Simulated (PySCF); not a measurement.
**C₈H₁₀O₂Si: NMR shifts in solvents**

Aim: compute the NMR shifts of C₈H₁₀O₂Si (`CC(=O)c1ccc(O[SiH3])cc1`), and see what a dielectric continuum does where one was used.

Programs: PySCF 2.14.0, with density-fitted response routines of our own. Each step states its level of theory. These are calculated values for one molecule, in the gas phase or a continuum, unless marked as measured. Atoms are numbered from 0 throughout.

## Step 1: Starting geometry

21 atoms, charge 0, multiplicity 1; geometry from: GFN2-xTB. The atoms were then displaced at random by about 0.01 Å, so the start is not that level's minimum.

Bonds of the start (Å): C0–C1 1.49, C1–O2 1.22, C1–C3 1.52, C3–C4 1.37, C4–C5 1.38, C5–C6 1.40, C6–O7 1.34, O7–Si8 1.61, C6–C9 1.41, C9–C10 1.38, C10–C3 1.40, C0–H11 1.07, C0–H12 1.14, C0–H13 1.11, C4–H14 1.07, C5–H15 1.07, Si8–H16 1.47, Si8–H17 1.44, Si8–H18 1.46, C9–H19 1.07, C10–H20 1.07.

## Step 2: Optimising the geometry at PBE0-D3(BJ)/def2-SVP

Job settings and geometry (Å):

```
{"job": {"xc": "PBE0", "basis": "def2-SVP", "d3": "d3bj", "grid": 1, "shake": 0.01, "kind": "geom"}, "charge": 0, "multiplicity": 1}
C     -3.697040     0.526510     0.133210
C     -2.586730     0.435930    -0.861180
O     -2.789120     0.535120    -2.060990
C     -1.192100     0.209350    -0.310600
C     -0.166820     0.095090    -1.219380
C      1.120720    -0.110550    -0.777070
C      1.398210    -0.236270     0.587500
O      2.636270    -0.440980     1.065830
Si     4.094370    -0.622240     0.418810
C      0.332290    -0.132700     1.506680
C     -0.961840     0.084360     1.064900
H     -3.794870    -0.364590     0.713870
H     -4.673610     0.732590    -0.420880
H     -3.556250     1.384400     0.816640
H     -0.386520     0.185210    -2.261940
H      1.940190    -0.181800    -1.469120
H      4.118620    -1.775730    -0.495840
H      4.858880    -0.811580     1.621550
H      4.468020     0.563540    -0.349970
H      0.525940    -0.216910     2.554970
H     -1.759780     0.163510     1.776390
```

Command:

```bash
$ OMP_NUM_THREADS=1 python probes_run.py task.json out
```

One launch serves the whole session: the jobs run in the order shown.

What it wrote:

```text
step   0  E = -749.77181565  max force = 0.051116
step   1  E = -749.78309273  max force = 0.009256
step   2  E = -749.78365795  max force = 0.003801
step   3  E = -749.78387574  max force = 0.005172
step   4  E = -749.78404257  max force = 0.002007
step   5  E = -749.78401156  max force = 0.003891
step   6  E = -749.78408321  max force = 0.000676
step   7  E = -749.78408751  max force = 0.000359
optimisation converged
```

Wall time 2.2 min (1 thread of Intel Xeon 6975P-C, shared host); peak memory 0.92 GiB.

Step by step:

```csv
step,energy from step 0 (eV),largest force component (eV/Å)
0,0.0000,2.6285
1,-0.3069,0.4760
2,-0.3222,0.1955
3,-0.3282,0.2660
4,-0.3327,0.1032
5,-0.3319,0.2001
6,-0.3338,0.0348
7,-0.3339,0.0185
```

Distances of close pairs at the start and the end, largest changes first:

```csv
bond,before (Å),after (Å),change (Å)
O7–Si8,1.605,1.683,+0.078
Si8–H17,1.438,1.484,+0.047
C0–H12,1.142,1.096,-0.045
C0–H11,1.068,1.101,+0.033
Si8–H18,1.462,1.492,+0.031
C3–C4,1.375,1.400,+0.026
C1–C3,1.516,1.492,-0.024
C4–H14,1.069,1.092,+0.023
```

The next job starts from the end point, and lists it.

```csv
at the end point,value
"rotational constants (GHz, main isotopes)","3.167, 0.423, 0.376"
dipole moment (D),2.82
```

## Step 3: NMR shieldings: PBE0/pcSseg-1 in dichloromethane

Job settings and geometry (Å):

```
{"job": {"kind": "nmr", "xc": "PBE0", "basis": "pcSseg-1", "solvent": "dichloromethane", "pop": true}, "charge": 0, "multiplicity": 1}
C     -3.750063     0.493525    -0.051939
C     -2.548308     0.375373    -0.958031
O     -2.665151     0.448751    -2.163046
C     -1.208052     0.171016    -0.335276
C     -0.098878     0.065699    -1.183560
C      1.177396    -0.121294    -0.673550
C      1.369071    -0.207399     0.713145
O      2.581104    -0.386279     1.270129
Si     4.078626    -0.541410     0.517642
C      0.267922    -0.103838     1.571748
C     -1.004072     0.082959     1.049348
H     -3.856151    -0.397043     0.586168
H     -4.647366     0.610281    -0.671097
H     -3.651120     1.364496     0.614653
H     -0.272290     0.136313    -2.259537
H      2.030467    -0.200920    -1.353285
H      4.085047    -1.728635    -0.386663
H      5.045894    -0.716579     1.629958
H      4.391182     0.685858    -0.271933
H      0.439447    -0.173126     2.647153
H     -1.847863     0.161894     1.737681
```

With the program's defaults for keys left out, this is: GIAO PBE0/pcSseg-1 NMR shielding, non-relativistic, IEF-PCM dichloromethane.

What it wrote:

```text
coarse grid: 18688 points
cycle   1  E = -749.8763291868  dE =  1.773e+00  |g| = 9.507e-01  |ddm| = 4.547e+00
cycle   2  E = -749.5344105194  dE =  3.419e-01  |g| = 1.657e+00  |ddm| = 3.226e+00
cycle   3  E = -750.0386812356  dE = -5.043e-01  |g| = 2.074e-01  |ddm| = 2.470e+00
cycle   4  E = -750.0474038420  dE = -8.723e-03  |g| = 7.090e-02  |ddm| = 2.560e-01
cycle   5  E = -750.0482696617  dE = -8.658e-04  |g| = 2.756e-02  |ddm| = 8.137e-02
cycle   6  E = -750.0484315911  dE = -1.619e-04  |g| = 4.593e-03  |ddm| = 2.554e-02
cycle   7  E = -750.0484357361  dE = -4.145e-06  |g| = 1.552e-03  |ddm| = 4.571e-03
final grid: 177728 points
cycle   8  E = -750.1342028698  dE = -3.164e-05  |g| = 1.415e-02  |ddm| = 6.438e-02
cycle   9  E = -750.1341257211  dE =  7.715e-05  |g| = 2.485e-02  |ddm| = 3.712e-02
cycle  10  E = -750.1342409287  dE = -1.152e-04  |g| = 2.228e-03  |ddm| = 2.591e-02
cycle  11  E = -750.1342419044  dE = -9.757e-07  |g| = 4.667e-04  |ddm| = 2.327e-03
cycle  12  E = -750.1342419422  dE = -3.777e-08  |g| = 1.803e-04  |ddm| = 5.258e-04
cycle  13  E = -750.1342419489  dE = -6.684e-09  |g| = 3.455e-05  |ddm| = 1.942e-04
cycle  14  E = -750.1342419491  dE = -2.167e-10  |g| = 1.255e-05  |ddm| = 4.483e-05
converged SCF energy = -750.1342419491

GIAO shielding tensors (ppm)
atom      isotropic    diamagn.    paramagn.     s11        s22        s33       span
  0 C      156.189     252.342     -96.153    138.993    142.443    187.130     48.137
  1 C      -16.511     243.306    -259.818    -99.732    -48.854     99.053    198.785
  2 O     -255.713     404.080    -659.793   -778.730   -337.525    349.114   1127.844
  3 C       51.641     266.577    -214.936    -32.318     24.083    163.158    195.476
  4 C       47.879     253.930    -206.050    -58.526     20.764    181.400    239.926
  5 C       65.409     262.284    -196.876    -21.055     51.270    166.011    187.066
  6 C       17.365     258.525    -241.160    -77.274     15.076    114.293    191.567
  7 O      224.463     397.977    -173.514    140.951    227.759    304.680    163.729
  8 Si     384.478     877.605    -493.127    343.440    353.732    456.264    112.824
  9 C       60.447     254.372    -193.925    -27.332     47.866    160.808    188.140
 10 C       46.081     253.053    -206.971    -53.910     20.633    171.522    225.432
 11 H       28.282      29.177      -0.895     24.169     28.826     31.851      7.682
 12 H       29.133      25.367       3.766     25.280     27.888     34.230      8.951
 13 H       28.345      28.977      -0.631     24.386     28.604     32.046      7.660
 14 H       22.813      34.160     -11.348     18.208     23.047     27.183      8.975
 15 H       24.198      34.230     -10.033     19.629     24.349     28.614      8.985
 16 H       26.103      28.038      -1.935     23.080     24.526     30.701      7.621
 17 H       26.231      26.762      -0.531     22.562     24.916     31.214      8.652
 18 H       26.109      28.043      -1.935     23.094     24.521     30.712      7.619
 19 H       23.955      31.592      -7.637     19.897     24.129     27.840      7.943
 20 H       23.109      34.201     -11.091     19.049     22.340     27.938      8.889
```

Wall time 43 s (1 thread of Intel Xeon 6975P-C, shared host); peak memory 1.3 GiB.

Shifts follow as δ = σ(reference) − σ, with reference shieldings (ppm) from runs at the same level and on the same kind of geometry: 1H TMS 31.24, 13C TMS 185.3, 29Si TMS 351.8, 17O H2O 342.0. The references are single molecules in the same continuum, so shifts against H2O, NH3, PH3, H3PO4 or CFCl3 are not on the usual liquid scales and can be off by tens of ppm. Atoms listed in one row are averaged.

```csv
atoms,environment,σ (ppm),δ (ppm)
C1,ketone carbonyl carbon,-16.5,201.8
C6,aromatic carbon bearing oxygen,17.4,168.0
"C4, C10",aromatic CH,47.0,138.3
C3,substituted aromatic carbon,51.6,133.7
"C5, C9",aromatic CH,62.9,122.4
C0,methyl carbon α to a carbonyl,156.2,29.1
"H14, H20",hydrogen on an aromatic CH,22.96,8.28
"H15, H19",hydrogen on an aromatic CH,24.08,7.17
"H16, H17, H18",hydrogen on a silicon bonded to O,26.15,5.10
"H11, H12, H13",hydrogen on a methyl carbon α to a carbonyl,28.59,2.66
O2,ketone oxygen,-255.7,597.8
O7,"oxygen bonded to C, Si",224.5,117.6
Si8,"silicon bonded to O, 3 H",384.5,-32.7
```

Charges from the same density, by scheme (e):

```csv
atoms,Mulliken,IAO,Hirshfeld,ESP fit
C0,-0.27,-0.47,-0.12,-0.58
C1,0.27,0.39,0.16,0.76
O2,-0.42,-0.47,-0.27,-0.59
C3,-0.36,-0.09,-0.04,-0.33
"C4, C10",0.01,-0.12,-0.04,-0.01
"C5, C9",-0.14,-0.20,-0.07,-0.43
C6,0.32,0.23,0.09,0.59
O7,-0.64,-0.57,-0.20,-0.49
Si8,0.66,0.83,0.40,0.59
```

Mayer bond orders: C0–C1 1.07, C1–O2 1.95, C1–C3 0.96, C3–C4 1.39, C4–C5 1.47, C5–C6 1.35, C6–O7 0.94, O7–Si8 0.85, C6–C9 1.38, C9–C10 1.48, C10–C3 1.34.

Ring of atoms C3, C4, C5, C6, C9, C10: NICS(0) -8.7, NICS(1) -10.8, NICS(1)zz -24.9 ppm (means of both faces).

## Step 4: Shielding tensors: PBE0/pcSseg-1 in water

Same as in step 3 but for these lines:

```diff
@@ -1,2 +1,2 @@
-{"job": {"kind": "nmr", "xc": "PBE0", "basis": "pcSseg-1", "solvent": "dichloromethane", "pop": true}, "charge": 0, "multiplicity": 1}
+{"job": {"kind": "nmr", "xc": "PBE0", "basis": "pcSseg-1", "solvent": "water", "pop": false}, "charge": 0, "multiplicity": 1}
 C     -3.750063     0.493525    -0.051939
```

With the program's defaults for keys left out, this is: GIAO PBE0/pcSseg-1 NMR shielding, non-relativistic, IEF-PCM water.

What it wrote:

```text
coarse grid: 18688 points
cycle   1  E = -749.8800349257  dE =  1.769e+00  |g| = 9.477e-01  |ddm| = 4.547e+00
cycle   2  E = -749.5523504409  dE =  3.277e-01  |g| = 1.635e+00  |ddm| = 3.147e+00
cycle   3  E = -750.0411066534  dE = -4.888e-01  |g| = 2.004e-01  |ddm| = 2.393e+00
cycle   4  E = -750.0492549904  dE = -8.148e-03  |g| = 6.848e-02  |ddm| = 2.453e-01
cycle   5  E = -750.0500656865  dE = -8.107e-04  |g| = 2.641e-02  |ddm| = 7.772e-02
cycle   6  E = -750.0502125757  dE = -1.469e-04  |g| = 4.506e-03  |ddm| = 2.439e-02
cycle   7  E = -750.0502164864  dE = -3.911e-06  |g| = 1.521e-03  |ddm| = 4.435e-03
final grid: 177728 points
cycle   8  E = -750.1359731689  dE = -3.196e-05  |g| = 1.409e-02  |ddm| = 6.448e-02
cycle   9  E = -750.1358990190  dE =  7.415e-05  |g| = 2.451e-02  |ddm| = 3.637e-02
cycle  10  E = -750.1360109898  dE = -1.120e-04  |g| = 2.145e-03  |ddm| = 2.519e-02
cycle  11  E = -750.1360118937  dE = -9.039e-07  |g| = 4.537e-04  |ddm| = 2.233e-03
cycle  12  E = -750.1360119287  dE = -3.499e-08  |g| = 1.798e-04  |ddm| = 5.119e-04
cycle  13  E = -750.1360119352  dE = -6.507e-09  |g| = 3.534e-05  |ddm| = 1.916e-04
cycle  14  E = -750.1360119354  dE = -2.251e-10  |g| = 1.276e-05  |ddm| = 4.614e-05
converged SCF energy = -750.1360119354

GIAO shielding tensors (ppm)
atom      isotropic    diamagn.    paramagn.     s11        s22        s33       span
  0 C      155.955     252.147     -96.192    138.376    142.174    187.314     48.939
  1 C      -17.431     243.427    -260.858    -99.870    -51.602     99.178    199.048
  2 O     -247.413     404.454    -651.866   -761.793   -329.474    349.030   1110.823
  3 C       51.708     266.728    -215.020    -32.130     24.037    163.217    195.347
  4 C       48.115     253.955    -205.839    -58.284     21.184    181.446    239.730
  5 C       65.318     262.169    -196.851    -20.977     50.539    166.391    187.368
  6 C       17.234     258.634    -241.400    -77.535     14.968    114.270    191.805
  7 O      224.109     398.158    -174.048    140.575    227.071    304.683    164.108
  8 Si     384.063     877.586    -493.523    343.199    353.260    455.730    112.531
  9 C       60.334     254.354    -194.020    -27.414     47.461    160.955    188.369
 10 C       45.591     252.868    -207.277    -54.353     19.181    171.945    226.298
 11 H       28.209      29.071      -0.861     24.079     28.739     31.810      7.731
 12 H       29.157      25.320       3.837     25.302     27.925     34.244      8.942
 13 H       28.275      28.872      -0.598     24.297     28.521     32.006      7.709
 14 H       22.824      34.214     -11.389     18.227     23.048     27.198      8.971
 15 H       24.141      34.150     -10.010     19.540     24.329     28.552      9.012
 16 H       26.095      28.017      -1.922     23.069     24.522     30.694      7.625
 17 H       26.225      26.749      -0.524     22.556     24.911     31.208      8.653
 18 H       26.102      28.023      -1.922     23.083     24.517     30.705      7.623
 19 H       23.914      31.569      -7.655     19.848     24.101     27.792      7.945
 20 H       23.021      34.132     -11.111     18.928     22.282     27.854      8.927
```

It took 39 s on 1 thread of Intel Xeon 6975P-C, shared host; peak memory 1.3 GiB.

Key values: δ C1 202.9, C6 168.3, C4 138.6, C3 133.8, H14 8.32, H15 7.21 ppm (means over like atoms).

## Step 5: Comparing the runs: NMR shifts

Shifts (ppm) of some atoms, chosen among heavy atoms and hydrogens apart, means over like atoms, with basis size and wall time:

```csv
run,C1,C0,H15,H11,O2,O7,Si8,functions,time
PBE0/pcSseg-1 in dichloromethane,201.8,29.1,7.17,2.66,597.8,117.6,-32.7,244,43 s
PBE0/pcSseg-1 in water,202.9,29.5,7.21,2.69,590.6,119.1,-32.3,244,39 s
```

The continuum's effect on the ground state:

```csv
solvent,ε,polarisation energy (Eh),μ (D)
dichloromethane,8.93,-0.0108,3.77
water,78.36,-0.0132,3.92
```

## Step 6: Outcome

```
                                                                                quantity                                        value
                                                    rotational constants (main isotopes)                         3.17, 0.42, 0.38 GHz
13C shifts against TMS (PBE0/pcSseg-1, dichloromethane, means over atoms taken as alike)  201.8, 168.0, 138.3, 133.7, 122.4, 29.1 ppm
 1H shifts against TMS (PBE0/pcSseg-1, dichloromethane, means over atoms taken as alike)                   8.28, 7.17, 5.10, 2.66 ppm
                                 17O shifts against H2O (PBE0/pcSseg-1, dichloromethane)                             597.8, 117.6 ppm
                                29Si shifts against TMS (PBE0/pcSseg-1, dichloromethane)                                    -32.7 ppm
                                                                range of the shift of O2                           590.6 to 597.8 ppm
```

**Reading.** The optimisation took 7 steps and gained 0.334 eV; among the close pairs (by a distance rule), O7–Si8 changed most, from 1.605 to 1.683 Å. No frequency check was run at this level, so the end point may be a saddle. C1 (ketone carbonyl carbon) lies farthest downfield among carbon, at 201.8 ppm; low-lying n→π* states of the double bond to the heteroatom give a large paramagnetic term (-260 ppm). At PBE0/pcSseg-1: The widest tensor belongs to O2: span 1128 ppm, with a paramagnetic part of -660 ppm. NICS(1)zz of -25 ppm above the planar ring from C3 marks a diatropic (aromatic) ring current. Across the 2 runs the shift of O2 moves most, between 590.6 (PBE0/pcSseg-1 in water) and 597.8 ppm (PBE0/pcSseg-1 in dichloromethane). The continuum holds electrostatics alone: no hydrogen bonds to the solvent, and the gas-phase geometry is kept.
